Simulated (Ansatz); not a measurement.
# AlH₂BrO (built from SMILES [OH][AlH][Br]): functionals against CCSD(T) at one geometry

The atoms stand at a displaced guess of a reacting structure. How far do the functionals agree with CCSD(T) there?

The runs use Ansatz 0.2.0, Gaussian basis; single points in def2-TZVPP.

Correlated methods freeze the cores. Filled d shells of the heavier atoms are correlated.

## (1) Where the work starts

5 atoms, charge 0, spin multiplicity 1.

Atoms are counted from 1 here; the program's logs count them from 0.

Bond lengths: Al1–Br2 2.810 Å, Al1–O3 1.648 Å, Al1–H5 1.492 Å. Angles: Br2–Al1–O3 84.9°, Br2–Al1–H5 120.0°, O3–Al1–H5 155.1°.

Geometry (Å):

```xyz
5
charge 0, multiplicity 1
Al   -0.5941    0.1055    0.5278
Br    1.2300   -1.4543   -0.9332
O     0.0759    1.3779   -0.2762
H     0.8195    0.4901   -0.8186
H    -1.5079   -0.5424    1.5139
```

## (2) CCSD(T)/def2-TZVPP

run/in.yaml

```yaml
crystal:
  periodic: [false, false, false]
  atoms:
    - {symbol: Al, position_ang: [-0.594100, 0.105500, 0.527800]}
    - {symbol: Br, position_ang: [1.230000, -1.454300, -0.933200]}
    - {symbol: O, position_ang: [0.075900, 1.377900, -0.276200]}
    - {symbol: H, position_ang: [0.819500, 0.490100, -0.818600]}
    - {symbol: H, position_ang: [-1.507900, -0.542400, 1.513900]}
basis:
  gaussian: {orbitals: def2-TZVPP}
correlation: {method: ccsd_t}
output: {forces: true}
```

No record of the launch command was kept for these runs.

## (3) PBE0-D4/def2-TZVPP

Edit run/in.yaml of step 2 so:

```diff
@@ -10,3 +10,3 @@
   gaussian: {orbitals: def2-TZVPP}
-correlation: {method: ccsd_t}
-output: {forces: true}
+hamiltonian: {xc: pbe0, dispersion: d4}
+output: {forces: true, orbitals: {seedname: orbitals}}
```

## (4) wB97M-V/def2-TZVPP

Edit run/in.yaml of step 3 so:

```diff
@@ -10,3 +10,3 @@
   gaussian: {orbitals: def2-TZVPP}
-hamiltonian: {xc: pbe0, dispersion: d4}
-output: {forces: true, orbitals: {seedname: orbitals}}
+hamiltonian: {xc: {name: wB97M-V}}
+output: {forces: true}
```

## (5) r2SCAN-D4/def2-TZVPP

Edit run/in.yaml of step 4 so:

```diff
@@ -10,3 +10,3 @@
   gaussian: {orbitals: def2-TZVPP}
-hamiltonian: {xc: {name: wB97M-V}}
+hamiltonian: {xc: r2scan, dispersion: d4}
 output: {forces: true}
```

## (6) PBE-D4/def2-TZVPP

Edit run/in.yaml of step 5 so:

```diff
@@ -10,3 +10,3 @@
   gaussian: {orbitals: def2-TZVPP}
-hamiltonian: {xc: r2scan, dispersion: d4}
+hamiltonian: {xc: pbe, dispersion: d4}
 output: {forces: true}
```

## (7) revPBE-D4/def2-TZVPP

Edit run/in.yaml of step 6 so:

```diff
@@ -10,3 +10,3 @@
   gaussian: {orbitals: def2-TZVPP}
-hamiltonian: {xc: pbe, dispersion: d4}
+hamiltonian: {xc: {name: revPBE}, dispersion: d4}
 output: {forces: true}
```

## (8) wB97X-V/def2-TZVPP

Edit run/in.yaml of step 7 so:

```diff
@@ -10,3 +10,3 @@
   gaussian: {orbitals: def2-TZVPP}
-hamiltonian: {xc: {name: revPBE}, dispersion: d4}
+hamiltonian: {xc: {name: wB97X-V}}
 output: {forces: true}
```

(Steps that only read results are left out.)

Q: Predict the outcome of this session. Wanted: energy less free atoms, CCSD(T)/def2-TZVPP; RMS force component; RMS force error; HOMO and LUMO, PBE0-D4; T1 diagnostic.

As calculated:

| quantity | value |
| --- | --- |
| energy less free atoms, CCSD(T)/def2-TZVPP | -1320.4 kJ/mol |
| RMS force component | 1.285 to 1.540 eV/Å over the methods |
| RMS force error | PBE0-D4 0.152, wB97M-V 0.136, r2SCAN-D4 0.175, PBE-D4 0.286, revPBE-D4 0.319, wB97X-V 0.142 eV/Å |
| HOMO and LUMO, PBE0-D4 | -8.02 and -1.68 eV |
| T1 diagnostic | 0.014 |

**Reading.** Against CCSD(T) the functionals' energies less atoms differ by -76.6 to -17.0 kJ/mol, PBE-D4 by -76.6 kJ/mol. The reference is not at the basis limit: in triple zeta CCSD(T) underbinds, which counts against methods that bind more; the gaps are no ranking. The forces of wB97M-V come nearest to CCSD(T), those of revPBE-D4 are farthest. Frozen-core CCSD(T) forces in triple zeta carry basis errors of their own, and this is one geometry, so small gaps rank nothing.
